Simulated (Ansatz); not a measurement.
# C3InN3O3: single points with varied inputs

How do the results and run time of C3InN3O3 respond when the settings are drawn wide?

Computed with Ansatz 0.2.0, Gaussian basis. Level: the settings change from run to run.

## 1. The relaxed structure

An earlier PBE0-D4 in a triple-zeta def2 set relaxation fixed the geometry. In takes a core potential in def2 sets; no spin-orbit term is included.

10 atoms, charge 0, spin multiplicity 1.

Atoms are counted from 1 here; the program's logs count them from 0.

Bond lengths: O1–C2 1.164 Å, C2–N3 1.207 Å, N3–In4 1.998 Å, In4–N5 1.998 Å, In4–N8 1.998 Å, N5–C6 1.207 Å, C6–O7 1.164 Å, N8–C9 1.207 Å, C9–O10 1.164 Å. Angles: O1–C2–N3 175.9°, C2–N3–In4 135.4°, N3–In4–N5 120.0°, N3–In4–N8 120.0°, N5–In4–N8 120.0°, In4–N5–C6 135.3°, N5–C6–O7 175.9°, In4–N8–C9 135.3°, N8–C9–O10 175.9°.

## 2. SVWN5/def2-TZVP

Set apart from the defaults: atoms shaken by 0.08 Å.

Input file in.yaml:

```yaml
crystal:
  periodic: [false, false, false]
  atoms:
    - {symbol: O, position_ang: [0.193181, -3.946223, -0.537077]}
    - {symbol: C, position_ang: [-0.094654, -3.030870, 0.032194]}
    - {symbol: N, position_ang: [-0.183696, -1.910841, 0.481895]}
    - {symbol: In, position_ang: [-0.068106, -0.011986, 0.071010]}
    - {symbol: N, position_ang: [1.117288, 0.671922, -1.636853]}
    - {symbol: C, position_ang: [1.505506, 1.544310, -2.204011]}
    - {symbol: O, position_ang: [1.839410, 2.515596, -2.660445]}
    - {symbol: N, position_ang: [-0.664317, 1.224968, 1.222706]}
    - {symbol: C, position_ang: [-1.462109, 1.429977, 2.363219]}
    - {symbol: O, position_ang: [-2.076764, 1.613042, 3.157968]}
basis:
  gaussian: {orbitals: def2-TZVP}
hamiltonian: {xc: {name: SVWN5}}
```

Launch:

```bash
> ansatz run in.yaml --threads 2 --pin off --events-out ev --progress --plain --max-ram 32768MiB --backend cuda --devices 0, --max-vram 18GiB
```

What it wrote:

```text
Functional definition: SVWN5
  name "SVWN5"
  cite "Dirac, Proc. Camb. Phil. Soc. 26, 376 (1930) doi:10.1017/S0305004100016108"
  cite "Slater, Phys. Rev. 81, 385 (1951) doi:10.1103/PhysRev.81.385"
  cite "Vosko, Wilk & Nusair, Can. J. Phys. 58, 1200 (1980) doi:10.1139/p80-159"
  exchange = slater_x
  correlation = vwn5_c
1846 factors; their error is unknown
mean field evaluation 1: about -18754.8549 eV, gradient 1.3e2 eV
mean field evaluation 2: about -18641.1466 eV, gradient 2.3e2 eV
mean field evaluation 4: about -18781.9149 eV, gradient 3.7e1 eV
mean field evaluation 8: about -18784.5263 eV, gradient 1.8e0 eV
mean field evaluation 16: about -18784.5229 eV, gradient 2.2e-2 eV
mean field -18784.52287203 eV, -690.3184829402 hartree, gradient 7.8e-5 eV, S^2 0.000000; 0 other end points of the search recorded, 0 dependent functions left out
reference -18784.52292687 eV, -690.3184849554 hartree; 42, 42 occupied and 287, 287 virtual orbitals, 1846 factors
Total energy: -18784.52292687 eV, -690.3184849554 hartree
```

It took 10 s on 1 × H100 (card shared with other runs) with 2 threads of AMD EPYC 7R13, shared host; peak host memory 0.84 GiB.

## 3. PBE0/def2-SVPD

Options: relativity set to scalar, high accuracy, the search for lower states set to off.

Input file in.yaml:

```yaml
crystal:
  periodic: [false, false, false]
  atoms:
    - {symbol: O, position_ang: [0.129705, -4.034297, -0.566850]}
    - {symbol: C, position_ang: [-0.088985, -2.980903, -0.123780]}
    - {symbol: N, position_ang: [-0.359435, -1.927854, 0.400266]}
    - {symbol: In, position_ang: [0.010748, -0.005313, 0.001786]}
    - {symbol: N, position_ang: [1.079264, 0.492860, -1.611347]}
    - {symbol: C, position_ang: [1.454840, 1.527605, -2.106266]}
    - {symbol: O, position_ang: [1.853385, 2.479378, -2.643913]}
    - {symbol: N, position_ang: [-0.686404, 1.419154, 1.217086]}
    - {symbol: C, position_ang: [-1.341984, 1.438012, 2.230278]}
    - {symbol: O, position_ang: [-1.967933, 1.540160, 3.205740]}
basis:
  gaussian: {orbitals: def2-SVPD}
hamiltonian: {xc: {name: PBE0}, pseudopotentials: {relativity: scalar}}
accuracy: high
scf: {lower_state_search: off}
output: {forces: true}
```

Launch:

```bash
> ansatz run in.yaml --threads 2 --pin off --events-out ev --progress --plain --max-ram 32768MiB --backend cpu
```

What it wrote, shortened:

```text
Functional definition: PBE0
  name "PBE0"
  cite "Adamo & Barone, J. Chem. Phys. 110, 6158 (1999) doi:10.1063/1.478522"
  cite "Perdew, Burke & Ernzerhof, Phys. Rev. Lett. 77, 3865 (1996) doi:10.1103/PhysRevLett.77.3865"
  parent pbe
[...]
4529 factors; integrals over basis functions are off by at most 1.2e-7 eV
[...]
mean field -18879.92945472 eV, -693.8246101851 hartree, gradient 1.7e-8 eV, S^2 0.000000; 0 other end points of the search recorded, 0 dependent functions left out
[...]
reference -18879.92945893 eV, -693.8246103398 hartree; 42, 42 occupied and 179, 179 virtual orbitals, 4529 factors
Total energy: -18879.92945893 eV, -693.8246103398 hartree
Relativity: scalar
Atom 0 at     0.129705    -4.034297    -0.566850 Å, force     0.078935    -0.334251    -0.155261 eV/Å
Atom 1 at    -0.088985    -2.980903    -0.123780 Å, force     0.016903    -0.213315    -0.046534 eV/Å
Atom 2 at    -0.359435    -1.927854     0.400266 Å, force    -0.152198     0.154196     0.252781 eV/Å
Atom 3 at     0.010748    -0.005313     0.001786 Å, force     0.000542     0.000110     0.000012 eV/Å
Atom 4 at     1.079264     0.492860    -1.611347 Å, force    -0.005558    -0.332170    -0.019822 eV/Å
Atom 5 at     1.454840     1.527605    -2.106266 Å, force     0.092971     0.148340    -0.131386 eV/Å
Atom 6 at     1.853385     2.479378    -2.643913 Å, force     0.122461     0.317136    -0.162810 eV/Å
Atom 7 at    -0.686404     1.419154     1.217086 Å, force     0.160558     0.177668    -0.230836 eV/Å
Atom 8 at    -1.341984     1.438012     2.230278 Å, force    -0.110668     0.065004     0.177276 eV/Å
Atom 9 at    -1.967933     1.540160     3.205740 Å, force    -0.203947     0.017283     0.316579 eV/Å
Dipole moment:     0.001068    -0.000128     0.000701 e Å
Checks for a lower state left out: stability, starts, cluster_reference, orbital_swaps, neighbouring_geometries, increment
```

It took 32 s on 2 threads of AMD EPYC 7R13, shared host; peak memory 1.5 GiB.

Largest force 0.377 eV/Å, dipole 0.01 D.

## 4. r2SCAN/STO-3G

This run has a grid of angular degree 47.

Edit in.yaml of step 3 so:

```diff
@@ -14,6 +14,3 @@
 basis:
-  gaussian: {orbitals: def2-SVPD}
-hamiltonian: {xc: {name: PBE0}, pseudopotentials: {relativity: scalar}}
-accuracy: high
-scf: {lower_state_search: off}
-output: {forces: true}
+  gaussian: {orbitals: STO-3G, final_grid: {core_spheres: 20, valence_spheres: 16, degree: 47}}
+hamiltonian: {xc: {name: r2SCAN}}
```

Launched as before.

What it wrote:

```text
Functional definition: r2SCAN
  name "r2SCAN"
  cite "Furness, Kaplan, Ning, Perdew & Sun, J. Phys. Chem. Lett. 11, 8208 (2020) doi:10.1021/acs.jpclett.0c02405"
  cite "Furness, Kaplan, Ning, Perdew & Sun, J. Phys. Chem. Lett. 11, 9248 (2020) doi:10.1021/acs.jpclett.0c03077"
  parent r2scan
  parameter k0 = 0.174
  parameter k1 = 0.065
  parameter a1 = 4.9479
  exchange = r2scan_x(k0 = k0, k1 = k1, a1 = a1)
  correlation = r2scan_c
1017 factors; integrals over basis functions are off by at most 3.6e-5 eV
mean field evaluation 1: about -168225.2186 eV, gradient 5.6e1 eV
mean field evaluation 2: about -168211.3774 eV, gradient 9.2e1 eV
mean field evaluation 4: about -168234.2062 eV, gradient 1.6e1 eV
mean field evaluation 8: about -168234.7015 eV, gradient 5.5e-1 eV
mean field evaluation 16: about -168234.7029 eV, gradient 2.0e-4 eV
mean field -168234.70293781 eV, -6182.5112993871 hartree, gradient 3.2e-5 eV, S^2 0.000000; 0 other end points of the search recorded, 0 dependent functions left out
reference -168234.70294261 eV, -6182.5112995634 hartree; 56, 56 occupied and 16, 16 virtual orbitals, 1017 factors
Total energy: -168234.70294261 eV, -6182.5112995634 hartree
```

Wall time 3.4 s (2 threads of AMD EPYC 7R13, shared host).

## 5. wB97X/def2-TZVPP

Set apart from the defaults: multiplicity 3, coordinates scaled by 1.12, a point charge of 0.50 e beside it.

Input file in.yaml:

```yaml
crystal:
  periodic: [false, false, false]
  atoms:
    - {symbol: O, position_ang: [0.145270, -4.518412, -0.634872]}
    - {symbol: C, position_ang: [-0.099663, -3.338612, -0.138633]}
    - {symbol: N, position_ang: [-0.402567, -2.159196, 0.448298]}
    - {symbol: In, position_ang: [0.012037, -0.005950, 0.002001]}
    - {symbol: N, position_ang: [1.208776, 0.552004, -1.804709]}
    - {symbol: C, position_ang: [1.629420, 1.710918, -2.359018]}
    - {symbol: O, position_ang: [2.075791, 2.776903, -2.961182]}
    - {symbol: N, position_ang: [-0.768773, 1.589452, 1.363137]}
    - {symbol: C, position_ang: [-1.503022, 1.610573, 2.497911]}
    - {symbol: O, position_ang: [-2.204085, 1.724979, 3.590429]}
basis:
  gaussian: {orbitals: def2-TZVPP, point_charges: [{charge: 0.50, position_ang: [6.364, -0.123, 0.331]}]}
magnetization: {spin_polarized: true, initial_magnetization: 2}
hamiltonian: {xc: {name: wB97X}}
output: {forces: true}
```

Launch:

```bash
> ansatz run in.yaml --threads 2 --pin off --events-out ev --progress --plain --max-ram 32768MiB --backend cuda --devices 0, --max-vram 18GiB
```

What it wrote, shortened:

```text
Functional definition: wB97X
  name "wB97X"
  cite "Chai & Head-Gordon, J. Chem. Phys. 128, 084106 (2008) doi:10.1063/1.2834918"
  cite "Becke, J. Chem. Phys. 107, 8554 (1997) doi:10.1063/1.475007"
[...]
  # The coefficients of nought are those of the uniform gas.
[...]
      + exact_x_lr(omega)
[...]
      + integral(e_c_pw_opposite_spin*poly(b97_u_opposite, 1, cos1, cos2, cos3, cos4))
1895 factors; their error is unknown
375 factors; integrals over basis functions are off by at most 1.2e-5 eV
[...]
mean field -18891.48770295 eV, -694.2493679732 hartree, gradient 3.0e-6 eV, S^2 2.050425; 4 other end points of the search recorded, 0 dependent functions left out
[...]
reference -18891.48765827 eV, -694.2493663311 hartree; 43, 41 occupied and 286, 288 virtual orbitals, 1895 factors
Total energy: -18891.48765827 eV, -694.2493663311 hartree
Atom 0 at     0.145270    -4.518412    -0.634872 Å, force    -1.713339     8.308832     3.521582 eV/Å
Atom 1 at    -0.099663    -3.338612    -0.138633 Å, force    -0.196815    -0.107925     0.237570 eV/Å
Atom 2 at    -0.402567    -2.159196     0.448298 Å, force     2.013279    -7.020214    -3.779775 eV/Å
Atom 3 at     0.012037    -0.005950     0.002001 Å, force     1.157162    -2.223369    -2.054533 eV/Å
Atom 4 at     1.208776     0.552004    -1.804709 Å, force     2.555045     7.411359    -3.191621 eV/Å
Atom 5 at     1.629420     1.710918    -2.359018 Å, force     0.008408    -0.483658    -0.160061 eV/Å
Atom 6 at     2.075791     2.776903    -2.961182 Å, force    -3.042798    -7.352584     4.181559 eV/Å
Atom 7 at    -0.768773     1.589452     1.363137 Å, force    -4.557500     1.317009     7.150401 eV/Å
Atom 8 at    -1.503022     1.610573     2.497911 Å, force    -1.477701     1.329970     2.325014 eV/Å
Atom 9 at    -2.204085     1.724979     3.590429 Å, force     5.252695    -1.172801    -8.190584 eV/Å
Dipole moment:    -0.951915     0.956812     1.381012 e Å
```

It took 31 s on 1 × H100 (card shared with other runs) with 2 threads of AMD EPYC 7R13, shared host; peak host memory 1.2 GiB.

Largest force 9.801 eV/Å, dipole 9.28 D, ⟨S²⟩ 2.050.

## 6. LC-wPBE/STO-3G

Input file in.yaml:

```yaml
crystal:
  periodic: [false, false, false]
  atoms:
    - {symbol: O, position_ang: [0.129705, -4.034297, -0.566850]}
    - {symbol: C, position_ang: [-0.088985, -2.980903, -0.123780]}
    - {symbol: N, position_ang: [-0.359435, -1.927854, 0.400266]}
    - {symbol: In, position_ang: [0.010748, -0.005313, 0.001786]}
    - {symbol: N, position_ang: [1.079264, 0.492860, -1.611347]}
    - {symbol: C, position_ang: [1.454840, 1.527605, -2.106266]}
    - {symbol: O, position_ang: [1.853385, 2.479378, -2.643913]}
    - {symbol: N, position_ang: [-0.686404, 1.419154, 1.217086]}
    - {symbol: C, position_ang: [-1.341984, 1.438012, 2.230278]}
    - {symbol: O, position_ang: [-1.967933, 1.540160, 3.205740]}
basis:
  gaussian: {orbitals: STO-3G}
hamiltonian: {xc: {name: LC-wPBE}}
output: {forces: true}
```

Launch:

```bash
> ansatz run in.yaml --threads 2 --pin off --events-out ev --progress --plain --max-ram 32768MiB --backend cpu
```

What it wrote, shortened:

```text
Functional definition: LC-wPBE
  name "LC-wPBE"
  cite "Vydrov & Scuseria, J. Chem. Phys. 125, 234109 (2006) doi:10.1063/1.2409292"
  cite "Heyd & Scuseria, J. Chem. Phys. 120, 7274 (2004) doi:10.1063/1.1668634"
  cite "Ernzerhof & Perdew, J. Chem. Phys. 109, 3313 (1998) doi:10.1063/1.476928"
  cite "Perdew, Burke & Ernzerhof, Phys. Rev. Lett. 77, 3865 (1996) doi:10.1103/PhysRevLett.77.3865"
  parent pbe
[...]
1017 factors; integrals over basis functions are off by at most 3.6e-5 eV
286 factors; integrals over basis functions are off by at most 2.3e-6 eV
[...]
mean field -168207.87437548 eV, -6181.5253679067 hartree, gradient 2.9e-5 eV, S^2 0.000000; 0 other end points of the search recorded, 0 dependent functions left out
[...]
reference -168207.87437549 eV, -6181.5253679069 hartree; 56, 56 occupied and 16, 16 virtual orbitals, 1017 factors
Total energy: -168207.87437549 eV, -6181.5253679069 hartree
Atom 0 at     0.129705    -4.034297    -0.566850 Å, force     1.176223    -5.952164    -2.410407 eV/Å
Atom 1 at    -0.088985    -2.980903    -0.123780 Å, force    -0.473334     2.951318     1.023999 eV/Å
Atom 2 at    -0.359435    -1.927854     0.400266 Å, force    -0.146941     5.525980     0.753371 eV/Å
Atom 3 at     0.010748    -0.005313     0.001786 Å, force     0.003444    -0.000597     0.001895 eV/Å
Atom 4 at     1.079264     0.492860    -1.611347 Å, force    -2.535059    -3.380848     3.641916 eV/Å
Atom 5 at     1.454840     1.527605    -2.106266 Å, force    -1.177528    -2.443440     1.620688 eV/Å
Atom 6 at     1.853385     2.479378    -2.643913 Å, force     2.278232     5.282478    -3.086794 eV/Å
Atom 7 at    -0.686404     1.419154     1.217086 Å, force     2.703353    -2.145888    -4.381894 eV/Å
Atom 8 at    -1.341984     1.438012     2.230278 Å, force     1.674449    -0.509641    -2.631234 eV/Å
Atom 9 at    -1.967933     1.540160     3.205740 Å, force    -3.502838     0.672803     5.468459 eV/Å
Dipole moment:     0.000314    -0.000096     0.000238 e Å
```

It took 3 s on 2 threads of AMD EPYC 7R13, shared host.

Largest force 6.529 eV/Å, dipole 0.00 D.

## 7. wB97X-V/def2-TZVPD

Edit in.yaml of step 6 so:

```diff
@@ -14,4 +14,3 @@
 basis:
-  gaussian: {orbitals: STO-3G}
-hamiltonian: {xc: {name: LC-wPBE}}
-output: {forces: true}
+  gaussian: {orbitals: def2-TZVPD}
+hamiltonian: {xc: {name: wB97X-V}}
```

Launch:

```bash
> ansatz run in.yaml --threads 2 --pin off --events-out ev --progress --plain --max-ram 32768MiB --backend cuda --devices 0, --max-vram 18GiB
```

What it wrote, shortened:

```text
Functional definition: wB97X-V
  name "wB97X-V"
  cite "Mardirossian & Head-Gordon, Phys. Chem. Chem. Phys. 16, 9904 (2014) doi:10.1039/C3CP54374A"
  cite "Becke, J. Chem. Phys. 107, 8554 (1997) doi:10.1063/1.475007"
  cite "Vydrov & Van Voorhis, J. Chem. Phys. 133, 244103 (2010) doi:10.1063/1.3521275"
[...]
      + integral(e_c_pw_opposite_spin*poly(b97_u_opposite, cos0, cos1)) + vv10(b, c)
2104 factors; their error is unknown
540 factors; integrals over basis functions are off by at most 3.3e-5 eV
[...]
mean field -18898.12154968 eV, -694.4931573439 hartree, gradient 1.6e-5 eV, S^2 0.000000; 0 other end points of the search recorded, 0 dependent functions left out
reference -18898.12154526 eV, -694.4931571813 hartree; 42, 42 occupied and 356, 356 virtual orbitals, 2104 factors
Total energy: -18898.12154526 eV, -694.4931571813 hartree
```

It took 7 s on 1 × H100 (card shared with other runs) with 2 threads of AMD EPYC 7R13, shared host; peak host memory 1 GiB.

## 8. RPA/ANO-RCC-VTZP

This run has multiplicity 3.

Edit in.yaml of step 7 so:

```diff
@@ -14,3 +14,5 @@
 basis:
-  gaussian: {orbitals: def2-TZVPD}
-hamiltonian: {xc: {name: wB97X-V}}
+  gaussian: {orbitals: ANO-RCC-VTZP}
+magnetization: {spin_polarized: true, initial_magnetization: 2}
+hamiltonian: {xc: {name: HF}}
+correlation: {method: rpa}
```

Launched as before.

What it wrote, shortened:

```text
Functional definition: HF
  name "HF"
  cite "Fock, Z. Phys. 61, 126 (1930) doi:10.1007/BF01340294"
  parent pbe
[...]
2224 factors; integrals over basis functions are off by at most 7.0e-4 eV
[...]
mean field -173613.15956576 eV, -6380.1659348156 hartree, gradient 6.2e-6 eV, S^2 2.121566; 22 other end points of the search recorded, 0 dependent functions left out
27 core orbitals not correlated: weight in the atoms' cores, before any rotation towards them, 1.000 or more for the frozen orbitals, at most 0.000 for the correlated occupied ones
reference -173613.15956576 eV, -6380.1659348156 hartree; 30, 28 occupied and 281, 283 virtual orbitals, 2224 factors
Total energy: -173675.43559030 eV, -6382.4545365050 hartree
Relativity: scalar
```

Wall time 67 s (1 × H100 (card shared with other runs) with 2 threads of AMD EPYC 7R13, shared host); peak host memory 1.9 GiB.

⟨S²⟩ 2.122. The spin excess of 0.12 shows a contaminated determinant.

## 9. All runs side by side

| level | charge | multiplicity | geometry | functions | energy (eV) | time |
| --- | --- | --- | --- | --- | --- | --- |
| SVWN5/def2-TZVP | 0 | 1 | shaken | 329 | -18784.523 | 10 s |
| PBE0/def2-SVPD | 0 | 1 | relaxed | 221 | -18879.929 | 32 s |
| r2SCAN/STO-3G | 0 | 1 | relaxed | 72 | -168234.703 | 3.4 s |
| wB97X/def2-TZVPP | 0 | 3 | scaled, point charge | 329 | -18891.488 | 31 s |
| LC-wPBE/STO-3G | 0 | 1 | relaxed | 72 | -168207.874 | 3 s |
| wB97X-V/def2-TZVPD | 0 | 1 | relaxed | 398 | -18898.122 | 7 s |
| RPA/ANO-RCC-VTZP | 0 | 3 | relaxed | 338 | -173675.436 | 67 s |

## 10. Summary of results

```
                                         quantity                   value
                                             runs                       7
                                         quickest     LC-wPBE/STO-3G, 3 s
                                          slowest  RPA/ANO-RCC-VTZP, 67 s
spread of total energies, same state and geometry             149354.8 eV
                  dipole, same state and geometry          0.00 to 0.01 D
```

What this shows: RPA/ANO-RCC-VTZP took 23 times as long as LC-wPBE/STO-3G. The jobs differ in tasks and options as well as level. The totals spread over 149355 eV; they can't be compared across methods or bases. Some of these runs are scalar-relativistic and others not, which shifts the totals of all-electron atoms past neon by eV; core potentials, where a basis has them, take the core out of the total altogether. At the PBE0-D4/def2-TZVP geometry and in the same state, runs without warnings or point charges leave forces up to 6.53 eV/Å (LC-wPBE/STO-3G).
